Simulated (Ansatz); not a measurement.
Wanted: the native input for an Ansatz 0.2.0 run.

```
Task                : single point
Functional          : PBE
Potentials or basis : Ansatz PAW
Cutoff              : 420 eV (not typed: the program's choice for these potentials)
k mesh              : 3 × 3 × 5
Occupations         : fermi-dirac, width 0.05 eV
Spin                : collinear spin, ferromagnetic start
Starting moments    : [0.0, 0.0, 2.0, 2.0, 2.0, 0.0, 0.0, 0.0, 0.0, 0.0, 0.0, 0.0, 0.0, 0.0, 0.0, 0.0, 0.0, 0.0, 0.0, 0.0, 0.0, 0.0] μB
```

The system is Ba2Tl5V3O12.

```
CELL_PARAMETERS angstrom
6.48991 -6.67692 -0.04765
6.48991 6.67692 -0.04765
-1.96739 0.00000 5.75220
ATOMIC_POSITIONS crystal
Ba 0.47881 0.52614 0.00306
Ba 0.79620 0.20918 0.99962
V 0.65526 0.93792 0.25401
V 0.04881 0.34396 0.75081
V 0.57306 0.42762 0.50532
Tl 0.50149 0.85515 0.64454
Tl 0.13975 0.50715 0.36016
Tl 0.01909 0.98935 0.50149
Tl 0.31163 0.13262 0.22050
Tl 0.87360 0.69126 0.77756
O 0.00132 0.25851 0.44038
O 0.59538 0.61193 0.68116
O 0.91014 0.42059 0.84879
O 0.52714 0.79831 0.21468
O 0.69127 0.41635 0.32191
O 0.09562 0.20731 0.88739
O 0.58283 0.30674 0.69153
O 0.79625 0.90655 0.11639
O 0.56708 0.08975 0.15620
O 0.19899 0.47535 0.79514
O 0.73522 0.99394 0.55688
O 0.39321 0.40196 0.32963
```

The cell was built by a generator and needn't be a form met in nature.

The cell isn't the ideal one: atoms moved at random, drawn with an rms of 0.05 Å.

The input as run:

input

```
crystal:
  lattice:
    - [6.48991, -6.67692, -0.04765]
    - [6.48991, 6.67692, -0.04765]
    - [-1.96739, 0.0, 5.7522]
  atoms:
    - { symbol: Ba, position: [0.478807, 0.526137, 0.003062] }
    - { symbol: Ba, position: [0.796196, 0.209178, -0.000375] }
    - { symbol: V, position: [0.655258, 0.937919, 0.254006], spin: 2.0 }
    - { symbol: V, position: [0.048811, 0.343956, 0.750807], spin: 2.0 }
    - { symbol: V, position: [0.573058, 0.42762, 0.505318], spin: 2.0 }
    - { symbol: Tl, position: [0.501492, 0.855151, 0.644541] }
    - { symbol: Tl, position: [0.139753, 0.507151, 0.360156] }
    - { symbol: Tl, position: [0.019089, 0.989349, 0.501488] }
    - { symbol: Tl, position: [0.311627, 0.132615, 0.220498] }
    - { symbol: Tl, position: [0.8736, 0.691258, 0.777556] }
    - { symbol: O, position: [0.001319, 0.258508, 0.440375] }
    - { symbol: O, position: [0.595379, 0.611931, 0.68116] }
    - { symbol: O, position: [0.910138, 0.420589, 0.84879] }
    - { symbol: O, position: [0.527139, 0.798314, 0.214678] }
    - { symbol: O, position: [0.691267, 0.416346, 0.321913] }
    - { symbol: O, position: [0.095624, 0.20731, 0.88739] }
    - { symbol: O, position: [0.582828, 0.306745, 0.691533] }
    - { symbol: O, position: [0.796248, 0.906546, 0.116387] }
    - { symbol: O, position: [0.567084, 0.089748, 0.156201] }
    - { symbol: O, position: [0.198991, 0.475354, 0.795136] }
    - { symbol: O, position: [0.735223, 0.993942, 0.556879] }
    - { symbol: O, position: [0.393208, 0.401964, 0.329632] }
hamiltonian:
  xc: pbe
  pseudopotentials: { kind: paw }
magnetization:
  spin_polarized: true
kpoints:
  mp_grid: { grid: [3, 3, 5] }
scf:
  occupations: { method: fermi_dirac, width: 0.05 }
output:
  forces: true
  stress: true
  eigenvalues: true
```

Results of the run:

| Item | Value |
| --- | --- |
| Pressure | -0.3 GPa |
| Largest force | 3.661 eV/Å |
| Band gap on the k mesh | 2.71 eV, indirect (least direct gap 2.73 eV) |
| Net moment | 0.00 μB per cell |
| Absolute moment | 0.00 μB per cell |

Caveat: odd divisions of the mesh miss points on the zone boundary, where band edges often lie, so the gap on the mesh can be too wide; the pressure holds a Pulay correction of +0.3 GPa for the finite cutoff; spin-orbit coupling is left out, which as a rule narrows the gap of such compounds by several tenths of an eV; the starting moments weren't kept.

Run time: 25 s on 1 × NVIDIA H100 80GB HBM3 with 2 threads of AMD EPYC 7R13 Processor (Zen 3), on a shared host, peak memory 1.2 GiB.
